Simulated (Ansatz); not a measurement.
# CH3BF2GeO: the cost of one run

Computed with Ansatz 0.2.0, driven from Python. Level of theory: PBE/def2-SVP.

### Step 1. The structure

Bond lengths: F1–B2 1.386 Å, B2–F3 1.413 Å, B2–C4 1.572 Å, C4–O5 1.318 Å, C4–Ge6 1.957 Å, O5–Ge6 1.848 Å, C4–H7 1.125 Å, Ge6–H8 1.543 Å, Ge6–H9 1.546 Å. Angles (14 of 16 angles, heavy atoms first): F1–B2–F3 118.6°, F1–B2–C4 123.5°, F3–B2–C4 117.6°, B2–C4–O5 115.7°, B2–C4–Ge6 113.2°, O5–C4–Ge6 65.3°, C4–O5–Ge6 74.3°, C4–Ge6–O5 40.4°, B2–C4–H7 120.5°, O5–C4–H7 113.5°, Ge6–C4–H7 116.5°, C4–Ge6–H8 117.6°, C4–Ge6–H9 116.3°, O5–Ge6–H8 105.8°.

The script holds or builds the structure itself.

### Step 2. The script

ch3bf2geo.py

```python
"""Single point of CH3BF2GeO in a Gaussian basis."""

import ansatz
from ase import Atoms

atoms = Atoms(["F", "B", "F", "C", "O", "Ge", "H", "H", "H"], positions=[
    (-0.732, 1.1454, 1.8741),
    (0.3393, 0.4005, 1.4076),
    (1.5718, 0.4866, 2.0933),
    (0.2261, -0.6461, 0.2403),
    (1.0219, -0.4414, -0.7897),
    (-0.6639, 0.0677, -1.3502),
    (0.0551, -1.7353, 0.4651),
    (-1.0579, -0.9306, -2.4582),
    (-0.6719, 1.6069, -1.4994),
])
mol = ansatz.Crystal.molecule_from_ase(atoms)

calculation = (
    mol.calculation()
    .basis(gaussian="def2-SVP")
    .functional("pbe")
)
done = calculation.run(threads=1)
r = done.report

for key in ("converged", "free_energy_ev", "reference_energy_ev", "n_frozen", "n_occupied", "n_virtual"):
    print(f"{key:22s} {r[key]}")
```

### Step 3. The run

Launch:

```bash
> python ch3bf2geo.py
```

Q: Estimate wall time and peak memory on 1 thread of Arm Neoverse V1, shared host.

About 3.5 s, with a peak of 0.22 GiB.
